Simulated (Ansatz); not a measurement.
# C2HF3O2: small, medium and large basis sets

Aim: see how fast density functionals converge with the basis set for C2HF3O2.

Method: one geometry, several basis sets; program: Ansatz 0.2.0, Gaussian basis.

Plan: PBE0-D4/def2-SVP; ωB97M-V/def2-SVP; PBE0-D4/def2-QZVPP; ωB97M-V/def2-QZVPP; the functionals' def2-TZVPP values are taken from earlier runs.

## 1. The geometry

An earlier PBE0-D4 in a triple-zeta def2 set relaxation fixed the geometry.

8 atoms, charge 0, spin multiplicity 1.

Atoms are counted from 1 here; the program's logs count them from 0.

Bond lengths: O1–C2 1.191 Å, C2–O3 1.328 Å, C2–C4 1.545 Å, O3–H8 0.968 Å, C4–F5 1.320 Å, C4–F6 1.332 Å, C4–F7 1.332 Å. Angles: O1–C2–O3 126.5°, O1–C2–C4 123.5°, O3–C2–C4 109.9°, C2–O3–H8 107.7°, C2–C4–F5 110.3°, C2–C4–F6 110.3°, C2–C4–F7 110.3°, F5–C4–F6 108.7°, F5–C4–F7 108.7°, F6–C4–F7 108.4°.

## 2. PBE0-D4 in def2-SVP

The input, in.yaml:

```yaml
crystal:
  periodic: [false, false, false]
  atoms:
    - {symbol: O, position_ang: [1.712792, -0.317376, 0.222682]}
    - {symbol: C, position_ang: [0.522835, -0.357105, 0.207682]}
    - {symbol: O, position_ang: [-0.242429, -1.311405, 0.723553]}
    - {symbol: C, position_ang: [-0.359459, 0.734348, -0.438366]}
    - {symbol: F, position_ang: [0.394226, 1.690421, -0.948593]}
    - {symbol: F, position_ang: [-1.173108, 1.269724, 0.470766]}
    - {symbol: F, position_ang: [-1.103654, 0.210443, -1.411584]}
    - {symbol: H, position_ang: [0.340998, -1.976051, 1.117960]}
basis:
  gaussian: {orbitals: def2-SVP}
hamiltonian: {xc: pbe0, dispersion: d4}
output: {orbitals: {seedname: orbitals}}
```

Launch:

```sh
$ ansatz run in.yaml --threads 4 --pin off --events-out ev --progress --plain --max-ram 10444MiB
```

Further steps of the session: ωB97M-V in def2-SVP; PBE0-D4 in def2-QZVPP; ωB97M-V in def2-QZVPP.

Before running them: what should the planned runs give, taken together? Wanted: PBE0-D4: double and triple zeta above quadruple; ωB97M-V: double and triple zeta above quadruple.

The runs gave:

```
                                       quantity           value
PBE0-D4: double and triple zeta above quadruple  17.83, 0.72 eV
ωB97M-V: double and triple zeta above quadruple  18.15, 0.68 eV
```

In words: PBE0-D4 gains 17.11 eV from double to triple zeta, then 0.72 eV more. Total energies overstate the basis error of differences, where much of it tends to cancel.
